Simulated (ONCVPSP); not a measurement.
**As: generating and testing an ONCV potential**

Task: generate the file, and judge it by its errors in other configurations, its logarithmic derivatives, its ghosts and its cutoff.

The numbers are computed with ONCVPSP 4.0.1.1 (patched build) (PBE, scalar-relativistic, spin-unpolarised reference atom).

## 1. The atom and the settings

The settings as typed:

```json
{"element": "arsenic (As, Z = 33)", "type": "optimised norm-conserving Vanderbilt (ONCV)", "frozen core": "[Ar]", "valence charge": "15", "reference configuration": "3d10 4s2 4p3", "partial waves": "4s: rc 1.40 bohr, ncon 4, nbas 9, qcut 5.5 1/bohr, 2 projectors, debl 1.6 Ha; 4p: rc 1.70 bohr, ncon 3, nbas 6, qcut 5.7 1/bohr, 2 projectors, debl 1.8 Ha; 3d: rc 1.25 bohr, ncon 4, nbas 9, qcut 10.3 1/bohr, 2 projectors, debl 1.2 Ha; f scattering state at 0.29 Ha: rc 1.35 bohr, ncon 4, nbas 8, qcut 8.3 1/bohr, 2 projectors, debl 0.8 Ha", "local potential": "polynomial inside 0.85 bohr (lpopt 1, dvloc0 -1 Ha)", "core correction": "Teter function, fcfact 2.5, rcfact 1.5"}
```

The outer shells as boxes (Hund's rule for the drawing; the calculation is spin-unpolarised):

```
[Ar] core
3d [↑↓][↑↓][↑↓][↑↓][↑↓]
4s [↑↓]
4p [↑ ][↑ ][↑ ]
```

The nodes and maxima of the atom's own shells, from an earlier all-electron run, set the scale for the radii.

All-electron outer shells of the reference configuration (PBE, scalar-relativistic, ld1.x):

```
shell  level (eV)  outermost node (bohr)  outermost maximum (bohr)
   3s     -190.31                   0.25                      0.52
   3p     -133.68                   0.22                      0.52
   3d      -40.65                      –                      0.47
   4s      -14.49                   0.73                      1.61
   4p       -5.19                   0.78                      2.00
```

## 2. The generation run

As.dat reads:

```
# ATOM AND REFERENCE CONFIGURATION
# atsym  z   nc   nv     iexc    psfile
  As 33.00    5    3        4      upf
#
#   n    l    f
    1    0    2.00
    2    0    2.00
    2    1    6.00
    3    0    2.00
    3    1    6.00
    3    2   10.00
    4    0    2.00
    4    1    3.00
#
# PSEUDOPOTENTIAL AND OPTIMIZATION
# lmax
    3
#
#   l,   rc,      ep,       ncon, nbas, qcut
    0    1.40    0.00    4    9    5.50
    1    1.70    0.00    3    6    5.70
    2    1.25    0.00    4    9   10.30
    3    1.35    0.29    4    8    8.30
#
# LOCAL POTENTIAL
# lloc, lpopt,  rc(5),   dvloc0
    4    1    0.85   -1.00
#
# VANDERBILT-KLEINMAN-BYLANDER PROJECTORs
# l, nproj, debl
    0    2    1.60
    1    2    1.80
    2    2    1.20
    3    2    0.80
#
# MODEL CORE CHARGE
# icmod, fcfact, rcfact
    3    2.50    1.50
#
# LOG DERIVATIVE ANALYSIS
# epsh1, epsh2, depsh
   -3.00    5.00    0.02
#
# OUTPUT GRID
# rlmax, drl
    6.00    0.01
#
# TEST CONFIGURATIONS
# ncnf
    4
# nvcnf
#   n    l    f
    3
    3    2   10.00
    4    0    2.00
    4    1    2.00
#
    3
    3    2   10.00
    4    0    2.00
    4    1    1.00
#
    3
    3    2   10.00
    4    0    2.00
    4    1    0.00
#
    3
    3    2   10.00
    4    0    1.00
    4    1    3.00
#
```

Command:

```
$ oncvpsp.x < As.dat > As.out
```

**Question.** What will these runs give? Wanted: cutoffs for 1 and 0.1 mHa per electron, occupied waves; bound ghosts; GHOST(+) flags; largest test error; largest phase difference near zero energy, channels read; rms error of d²Exc/dn², without and with the model core; projector energies reset by the program.

The runs gave:

| quantity | value |
| --- | --- |
| cutoffs for 1 and 0.1 mHa per electron, occupied waves | 64 Ha and 192 Ha |
| bound ghosts | s at -112.83 eV |
| GHOST(+) flags | s at 782 eV, p at 125 eV |
| largest test error (AE − PS) | -3.5 meV, for 3d10 4s2 4p1 |
| largest phase difference near zero energy, channels read | 0.000 rad |
| rms error of d²Exc/dn², without and with the model core | 5.47 and 2.08 mHa |
| projector energies reset by the program | d: -1.494, 0.250 Ha |

In words: It has a bound ghost (s), a state that the atom doesn't have, and that rules the file out. The worst unpolarised test, 3d10 4s2 4p1, is off by 3.5 meV on 27.1 eV; by total energies transferability rates as very good. Atomic tests can pass in spite of a ghost, since they solve only for the levels asked. The potential is hard: the looser tolerance needs 64 Ha. The tighter tolerance needs 192 Ha, and converged work needs a cutoff nearer that. At the looser tolerance the 3d wave is the slowest; 4s needs 10 Ha. Near zero energy the phases of the channels with partial waves agree within 0.001 rad. The program also flags highly localised states, GHOST(+) (s, p).
